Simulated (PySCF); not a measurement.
# CeF4 (Ce(F)4-): the cost of one run

Program: PySCF 2.14.0. Level of theory: TPSS, Ce lcecp-1-SVP with ECP47, F def2-SVP; scalar-relativistic core potentials, no spin–orbit coupling. These are calculated values, not measurements.

2 further runs of the same task are left out: 1 for a known fault of the program, 1 that didn't finish.

## 1. Starting geometry

5 atoms, charge -1, spin multiplicity 1.

Bond lengths: Ce1–F2 2.174 Å, Ce1–F3 2.174 Å, Ce1–F4 2.174 Å, Ce1–F5 2.174 Å. Angles: F2–Ce1–F3 109.5°, F2–Ce1–F4 109.5°, F2–Ce1–F5 109.5°, F3–Ce1–F4 109.5°, F3–Ce1–F5 109.5°, F4–Ce1–F5 109.5°.

Geometry (Å):

```xyz
5
CeF4
Ce    0.0000    0.0000    0.0000
F     1.2550    1.2550    1.2550
F    -1.2550   -1.2550    1.2550
F     1.2550   -1.2550   -1.2550
F    -1.2550    1.2550   -1.2550
```

Formal oxidation states: Ce +3. Each metal's 1 4f electrons lie in its core potential, so multiplicities, spins and levels count the valence alone.

## 2. SCF at the start, singlet

Input file run.py (the lines that set the calculation):

```python
mol = gto.M(atom='''
Ce     0.00000     0.00000     0.00000
F      1.25500     1.25500     1.25500
F     -1.25500    -1.25500     1.25500
F      1.25500    -1.25500    -1.25500
F     -1.25500     1.25500    -1.25500''',
    basis={'Ce': 'lcecp-1-SVP', 'F': 'def2-SVP'},
    ecp={'Ce': 'lcecp-1-SVP'},
    charge=-1, spin=0)
mf = dft.RKS(mol, xc='TPSS')
mf.grids.atom_grid = (50, 194)  # f atoms: unpruned, at least (60, 302)
mf = mf.density_fit()  # fitting sets: Ce AutoAux, F def2-universal-JKFIT
mf.conv_tol = 1e-08; mf.max_cycle = 55
mf.kernel(dm0)  # dm0: free metal ions and neutral atoms
```

The run is started by

```sh
$ OMP_NUM_THREADS=2 python run.py
```

Q: Estimate wall time and peak memory on 2 threads of Intel Xeon 6975P-C (Granite Rapids), shared host.

About 3.8 s, with a peak of 0.46 GiB.
